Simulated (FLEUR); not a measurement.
Pb: single point with PBE

The system is Pb, a slab with vacuum.

```xyz
4
Lattice="3.4928 0.0000 0.0000 -1.7464 3.0249 0.0000 0.0000 0.0000 23.5556" Properties=species:S:1:pos:R:3 pbc="T T T"
Pb    1.7464    1.0083    7.5000
Pb    0.0000    2.0166   10.3519
Pb    0.0000    0.0000   13.2038
Pb    1.7464    1.0083   16.0556
```

| Quantity | Value |
| --- | --- |
| Program | FLEUR MaX-R8.1 (later development tree) |
| Task | single point |
| Functional | PBE |
| Potentials or basis | all-electron |
| Basis | FLAPW |
| Kmax | 4.1 1/bohr |
| k mesh | 6 × 6 × 1 |
| Occupations | fermi-dirac, width 0.05 eV |
| Spin | spin-orbit coupling, no magnetisation |

```json
{
  "Band gap on the k mesh": "none (metal or under the smearing width)",
  "Valence electrons inside the program's atomic spheres": "Pb 18.00, 18.04 (radii Pb 2.66 bohr)",
  "Work function of the upper face": "3.75 eV",
  "Work function of the lower face": "3.75 eV"
}
```

Levels at points of the mesh, in eV from the Fermi level:
```
           k point  band 76  band 77  band 78  band 79  band 80  band 81  band 82  band 83  band 84  band 85
(0.00, 0.00, 0.00)    -1.53     0.91     0.91     3.33     3.33     5.08     5.08     5.21     5.21     5.62
(0.00, 0.50, 0.00)    -3.07    -2.76    -2.76    -2.34    -2.34     0.78     0.78     1.20     1.20     1.97
```

Core levels (eV from the Fermi level):
```tsv
atom	levels
1 Pb	1s1/2 -87979.1, 2s1/2 -15719.2, 2p1/2 -15093.3, 2p3/2 -12903.3, 3s1/2 -3770.2, 3p1/2 -3488.2, 3p3/2 -2999.6, 4s1/2 -850.8, 3d3/2 -2537.1, 3d5/2 -2433.2, 4p1/2 -728.8, 4p3/2 -609.2, 4d3/2 -410.8, 4d5/2 -388.5, 4f5/2 -131.7, 4f7/2 -126.6, 5s1/2 -139.8
2 Pb	1s1/2 -87979.0, 2s1/2 -15719.1, 2p1/2 -15093.2, 2p3/2 -12903.2, 3s1/2 -3770.1, 3p1/2 -3488.2, 3p3/2 -2999.5, 4s1/2 -850.7, 3d3/2 -2537.0, 3d5/2 -2433.1, 4p1/2 -728.7, 4p3/2 -609.1, 4d3/2 -410.7, 4d5/2 -388.4, 4f5/2 -131.6, 4f7/2 -126.5, 5s1/2 -139.7
3 Pb	1s1/2 -87979.0, 2s1/2 -15719.1, 2p1/2 -15093.2, 2p3/2 -12903.2, 3s1/2 -3770.1, 3p1/2 -3488.2, 3p3/2 -2999.5, 4s1/2 -850.7, 3d3/2 -2537.0, 3d5/2 -2433.1, 4p1/2 -728.7, 4p3/2 -609.1, 4d3/2 -410.7, 4d5/2 -388.4, 4f5/2 -131.6, 4f7/2 -126.5, 5s1/2 -139.7
4 Pb	1s1/2 -87979.1, 2s1/2 -15719.2, 2p1/2 -15093.3, 2p3/2 -12903.3, 3s1/2 -3770.2, 3p1/2 -3488.2, 3p3/2 -2999.6, 4s1/2 -850.8, 3d3/2 -2537.1, 3d5/2 -2433.2, 4p1/2 -728.8, 4p3/2 -609.2, 4d3/2 -410.8, 4d5/2 -388.5, 4f5/2 -131.7, 4f7/2 -126.6, 5s1/2 -139.8
```

Run time: 49 s on 4 MPI ranks on Intel(R) Xeon(R) 6975P-C (Granite Rapids) (shared host).

Caveat: spin-orbit coupling is added in second variation on a limited number of bands.
